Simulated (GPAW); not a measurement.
Something may be wrong with this GPAW 26.7.0 calculation of SnSe2.

The input run.py:

```python
import json
import numpy as np
import spglib
from ase.constraints import FixSymmetry
from ase.filters import FrechetCellFilter
from ase.io import read, write
from ase.optimize import BFGS
from ase.stress import full_3x3_to_voigt_6_stress, voigt_6_to_full_3x3_strain, voigt_6_to_full_3x3_stress
from ase.units import GPa
from gpaw import GPAW, PW, setup_paths

setup_paths.insert(0, '.')

atoms = read('POSCAR')

calc = GPAW(mode=PW(600),
            xc='WC',
            kpts={'size': (4, 4, 3), 'gamma': True},
            occupations={'name': 'fermi-dirac', 'width': 0.05},
            nbands=24,
            convergence={'density': 1e-06, 'eigenstates': 1e-09},
            maxiter=80,
            ispin=400,
            txt='gpaw.txt')
atoms.calc = calc
atoms.set_constraint(FixSymmetry(atoms))
BFGS(FrechetCellFilter(atoms), trajectory='relax.traj', logfile='-').run(fmax=0.005, steps=40)
atoms.set_constraint()
energy = atoms.get_potential_energy()
forces = atoms.get_forces()
stress = atoms.get_stress()
calc.write('gs.gpw')
write('result.traj', atoms)
print('Cell:', atoms.cell.cellpar().round(4))
print(atoms.get_scaled_positions().round(5))

gpts = tuple(int(n) for n in calc.get_number_of_grid_points())
cell = atoms.cell[:].T
dataset = spglib.get_symmetry((atoms.cell[:], atoms.get_scaled_positions(), atoms.numbers), symprec=1e-4)
rotations = [cell @ w @ np.linalg.inv(cell) for w in dataset['rotations']]
strains, clamped, relaxed = [], [], []
for v in [0, 2, 3]:
    for e in (-0.01, 0.01):
        voigt = np.zeros(6)
        voigt[v] = e
        F = voigt_6_to_full_3x3_strain(voigt)
        a = atoms.copy()
        a.set_cell(atoms.cell[:] @ F, scale_atoms=True)
        c = GPAW(mode=PW(600),
                 xc='WC',
                 kpts={'size': (4, 4, 3), 'gamma': True},
                 occupations={'name': 'fermi-dirac', 'width': 0.05},
                 nbands=24,
                 convergence={'density': 1e-06, 'eigenstates': 1e-09},
                 maxiter=80,
                 ispin=400,
                 gpts=gpts,
                 txt=f'strain-{v}{e:+.3f}.txt')
        a.calc = c
        s0 = s1 = a.get_stress() - stress
        BFGS(a, logfile=None).run(fmax=0.003, steps=25)
        s1 = a.get_stress() - stress
        print(v, e, 'clamped', (s0 / GPa).round(3), 'relaxed', (s1 / GPa).round(3), flush=True)
        for R in rotations:  # images under the point group
            eps = R @ (F - np.eye(3)) @ R.T
            strains.append(full_3x3_to_voigt_6_stress(eps) * [1, 1, 1, 2, 2, 2])
            for s, rows in ((s0, clamped), (s1, relaxed)):
                rows.append(full_3x3_to_voigt_6_stress(R @ voigt_6_to_full_3x3_stress(s) @ R.T))

C0, C = (np.linalg.lstsq(np.array(strains), np.array(s), rcond=None)[0].T / GPa for s in (clamped, relaxed))
print('Clamped-ion Cij (GPa):')
print(C0.round(1))
print('Relaxed-ion Cij (GPa):')
print(C.round(1))
json.dump({'clamped': C0.tolist(), 'relaxed': C.tolist()}, open('elastic.json', 'w'))
```

Contents of POSCAR:

```
SnSe2
1.0
    3.8110000000      0.0000000000      0.0000000000
   -1.9055000000      3.3004228138      0.0000000000
    0.0000000000      0.0000000000      6.1360000000
Sn Se
1 2
Direct
    0.0000000000      0.0000000000      0.0000000000
    0.6666666667      0.3333333333      0.7510000000
    0.3333333333      0.6666666667      0.2490000000
```

Potentials or basis: PAW data sets generated in the run's folder for this functional, pw.

Launch:

```sh
$ gpaw-setup -f WC Se Sn
$ OMP_NUM_THREADS=1 python run.py
```

gpaw.txt:

```text
Traceback (most recent call last):
  File "run.py", line 16, in <module>
  File "__init__.py", line 240, in GPAW
TypeError: GPAW() got an unexpected keyword argument 'ispin'
```

Question: What happened, and what is wrong with the input?

Answer: The program refused the input. The input holds a flaw that was put in on purpose: keyword that the code doesn't know (ispin = 400).
